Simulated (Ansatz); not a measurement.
# As2Se: a tetragonal deformation path

One table from this session's results is given with a row withheld; the runs are named, their logs left out.

Computed with Ansatz 0.2.0 (DFT r2SCAN, scalar-relativistic, plane waves, PAW, unless a step's input says otherwise).

2 further runs of the same task are left out: 1 that didn't finish, 1 set aside as unsound or not needed.

### The starting structure

Symmetry: I4_1/amd, No. 141, tetragonal system. Conventional cell: a = 7.028 Å, b = 7.028 Å, c = 5.244 Å, α = 90.00°, β = 90.00°, γ = 90.00°. Around As (site symmetry 2/m) lie 2 Se at 2.64 Å and 4 As at 2.81 Å. Se (site symmetry -4m2) is surrounded by 4 As at 2.64 Å.

Structure file:

```
CELL_PARAMETERS angstrom
-3.51421 3.51421 2.62185
3.51421 -3.51421 2.62185
3.51421 3.51421 -2.62185
ATOMIC_POSITIONS crystal
As 0.87500 0.12500 0.75000
As 0.37500 0.12500 0.25000
As 0.87500 0.62500 0.75000
As 0.87500 0.12500 0.25000
Se 0.50000 0.50000 0.00000
Se 0.25000 0.75000 0.50000
```

It goes back to an entry of the Materials Project, which need not be the stable form.

It is the result of an earlier relaxation at this level (volume 21.59 Å³/atom; gap on the mesh: none (metal)).

Set-up of the first run:

File input.yaml:

```yaml
crystal:
  lattice:
    - [-3.5142117065, 3.5142117065, 2.6218479613]
    - [3.5142117065, -3.5142117065, 2.6218479613]
    - [3.5142117065, 3.5142117065, -2.6218479613]
  atoms:
    - { symbol: As, position: [0.875, 0.125, 0.75] }
    - { symbol: As, position: [0.375, 0.125, 0.25] }
    - { symbol: As, position: [0.875, 0.625, 0.75] }
    - { symbol: As, position: [0.875, 0.125, 0.25] }
    - { symbol: Se, position: [0.5, 0.5, 0.0] }
    - { symbol: Se, position: [0.25, 0.75, 0.5] }
basis:
  ecutwfc: 500
kpoints:
  mp_grid: { grid: [12, 12, 12] }
hamiltonian:
  xc: r2scan
scf:
  occupations: { method: gaussian, width: 0.15 }
output:
  forces: true
  stress: true
  eigenvalues: true
```

Run with:

```bash
ansatz run input.yaml --threads 1 --pin off --max-ram 2560MiB --backend cpu --events-out ev --progress --plain --runs-dir out
```

Among the steps run: The undisturbed cell; Point ρ = 0.850; Point ρ = 1.200; Point ρ = 0.920; At ρ = 1.100.

One of the session's tables, all rows but one given; the rest of the session is left out.

It belongs to the step «The scan collected». The scan, with free energies counted from the undisturbed cell:

| ρ | ΔE (meV/atom) | pressure (GPa) |
| --- | --- | --- |
| 0.850 | 110.3 | 3.2 |
| 0.920 | ? | ? |
| 1.000 | 0.0 | 0.1 |
| 1.100 | 33.3 | -1.3 |
| 1.200 | 119.4 | -2.6 |

Q: Estimate the row for ρ = 0.920 from the others.

Worked estimate for «ΔE (meV/atom)». A straight line through the neighbours (0.850, 110.3) and (1.000, 0.0) gives 110.3 + (0.0 − 110.3) × (0.920 − 0.850) / (1.000 − 0.850) = 58.8; a parabola fitted to 3 rows on both sides gives 34.9.

The run gave: ΔE (meV/atom): 31.4; pressure (GPa): 1.6. In «ΔE (meV/atom)» the line misses by +27.4 and the parabola by +3.5.
